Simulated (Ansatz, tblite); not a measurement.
NiTeS: GFN2-xTB, run from Python

These are simulated results from tblite 0.8.0, not measurements. The cell was built from a prototype and was relaxed with r2SCAN in plane waves (Ansatz 0.2.0). It may be hypothetical. It is a single sheet, repeated along a and b, with vacuum along c. All runs are without spin polarisation, and a magnetic state may lie lower.

In-plane lattice: a = 3.527 Å, b = 3.527 Å, γ = 120.0°; thickness between the outer nuclei 2.57 Å. Ni has 3 S at 2.31 Å and 3 Te at 2.51 Å; S has 3 Ni at 2.31 Å; Te has 3 Ni at 2.51 Å.

tblite solves periodic systems at the zone centre alone, so the script builds a cluster of 3×3×1 conventional cells (27 atoms), which folds in a coarse mesh of k points.

The script, run.py:

```python
import json
from ase import Atoms
from ase.build import make_supercell
from ase.units import Bohr, GPa, Hartree
from tblite.interface import Calculator

atoms = Atoms(['Ni', 'S', 'Te'],
              cell=[[3.526723, 0.0, -0.0], [-1.763361, 3.054231, -0.0], [-0.0, -0.0, 29.767198]],
              scaled_positions=[[-0.0, -0.0, 0.306567], [0.333333, 0.666667, 0.343373], [0.666667, 0.333333, 0.257098]],
              pbc=True)
cluster = make_supercell(atoms, [[3, 0, 0], [0, 3, 0], [0, 0, 1]])
calc = Calculator('GFN2-xTB', cluster.numbers, cluster.positions / Bohr, lattice=cluster.cell[:] / Bohr, periodic=cluster.pbc)
calc.set('temperature', 0.02 / Hartree)
calc.set('max-iter', 150)
res = calc.singlepoint()
levels = res.get('orbital-energies') * Hartree
nv = round(res.get('orbital-occupations').sum() / 2)
cells = len(cluster) // len(atoms)
out = {'energy_per_cell': res.get('energy') * Hartree / cells, 'homo': levels[nv - 1], 'lumo': levels[nv],
       'stress': (-res.get('virial') * Hartree / cluster.get_volume() / GPa).tolist(), 'charges': res.get('charges')[:len(atoms)].tolist(), 'electrons': 2 * nv / cells}
json.dump(out, open('results.json', 'w'))
for key, value in out.items():
    print(key, value)
```

Command: `python run.py`. It took 1.2 s on 1 thread of Arm Neoverse V2, on a shared host, peak memory 0.097 GiB.

What it printed:

```
------------------------------------------------------------
  cycle        total energy    energy error   density error
------------------------------------------------------------
      1     -87.26480595363  -8.7367726E+01   6.3220062E-01
      2      126.5709573231   2.1383576E+02   3.5375185E+00
      3     -58.96207083587  -1.8553303E+02   1.0010883E+00
      4     -98.98203248635  -4.0019962E+01   2.4881757E-01
      5     -97.50003722279   1.4819953E+00   3.0871822E-01
      6     -97.50229813262  -2.2609098E-03   2.5274292E-01
      7     -100.7600448318  -3.2577467E+00   9.7913093E-02
      8     -100.5345108893   2.2553394E-01   1.3795557E-01
      9     -100.7443309222  -2.0982003E-01   8.0068401E-02
     10     -100.7534213073  -9.0903850E-03   7.8067760E-02
     11     -100.7859271164  -3.2505809E-02   7.2528242E-02
     12     -100.8268601810  -4.0933065E-02   4.3574472E-02
     13     -100.8283914221  -1.5312411E-03   4.3731499E-02
     14     -100.8315457386  -3.1543165E-03   4.4021759E-02
     15     -100.8322254242  -6.7968562E-04   4.3445780E-02
     16     -100.8317318963   4.9352787E-04   4.1599665E-02
     17     -100.8313827336   3.4916268E-04   3.9672415E-02
     18     -100.8316343161  -2.5158250E-04   3.5037061E-02
     19     -100.8333336046  -1.6992884E-03   2.3792930E-02
     20     -100.8338996872  -5.6608264E-04   1.8287564E-02
     21     -100.8342853876  -3.8570038E-04   1.1474913E-02
     22     -100.8343507490  -6.5361376E-05   6.5643441E-03
     23     -100.8343699038  -1.9154770E-05   6.1207131E-03
     24     -100.8343674372   2.4665954E-06   6.1422531E-03
     25     -100.8343356160   3.1821178E-05   2.5739845E-03
     26     -100.8343954375  -5.9821480E-05   1.0426560E-03
     27     -100.8344183941  -2.2956608E-05   6.0100037E-04
     28     -100.8344268645  -8.4704525E-06   4.1613889E-04
     29     -100.8344308845  -4.0199571E-06   1.2674851E-04
     30     -100.8344311052  -2.2071957E-07   4.9410354E-05
     31     -100.8344310997   5.5375864E-09   8.4188295E-05
     32     -100.8344311054  -5.6970038E-09   8.4009212E-05
     33     -100.8344311130  -7.6271078E-09   6.4153320E-05
     34     -100.8344311137  -6.8668271E-10   6.2287384E-05
     35     -100.8344311107   2.9303493E-09   6.9229293E-05
     36     -100.8344311205  -9.7835624E-09   3.2869409E-05
     37     -100.8344311209  -4.2736303E-10   2.2150597E-05
     38     -100.8344311204   5.9591798E-10   3.9520037E-05
     39     -100.8344311227  -2.3336924E-09   3.4426693E-05
     40     -100.8344311239  -1.1844179E-09   2.7456850E-05
     41     -100.8344311252  -1.3327934E-09   8.7458442E-06
------------------------------------------------------------

 total:                                   0.722 sec
energy_per_cell -304.8716255439351
homo -11.124479081670126
lumo -10.906194343790254
stress [[-0.5226105188458353, -3.7917319618366007e-06, 2.9824828116943072e-06], [-3.7917319618457106e-06, -0.5226150820092901, -9.249595973793976e-07], [2.982482811702654e-06, -9.249595973646933e-07, 0.5567927403958602]]
charges [-0.4052978770243373, 0.1792534183359708, 0.2260712846309215]
electrons 22.0
```

The cycle table is in hartree for the whole cluster, and the lines after it are in eV (the energy for one cell). The printed stress is in GPa and positive in compression, and the pressure is its mean diagonal, here averaged over the vacuum too.

GFN2-xTB gives a gap of 0.22 eV. On the same cell, plane-wave PBE (Ansatz, 12×12×1 k points and the special points) gives no gap (an overlap of 0.37 eV at the points read) and r2SCAN no gap (an overlap of 0.29 eV at the points read); on shared hosts these took about 18 and 46 core-seconds on the 3-atom cell, against 1.2 for the script. Spin-orbit coupling, left out in all these runs, can cut or reorder the gap by tenths of an eV, up to about 1 eV with Pb or Bi. xTB was fitted to molecules, so gaps, charges and pressures of solids can be far off, and the gap also depends on the size of the cluster.

xTB was fitted mostly to molecules, and a small cluster samples few k points, so gaps, pressures and kinks along a curve can be far from a solid's.

Spin-orbit coupling is left out, which matters wherever the heavy atoms make up the band edges.
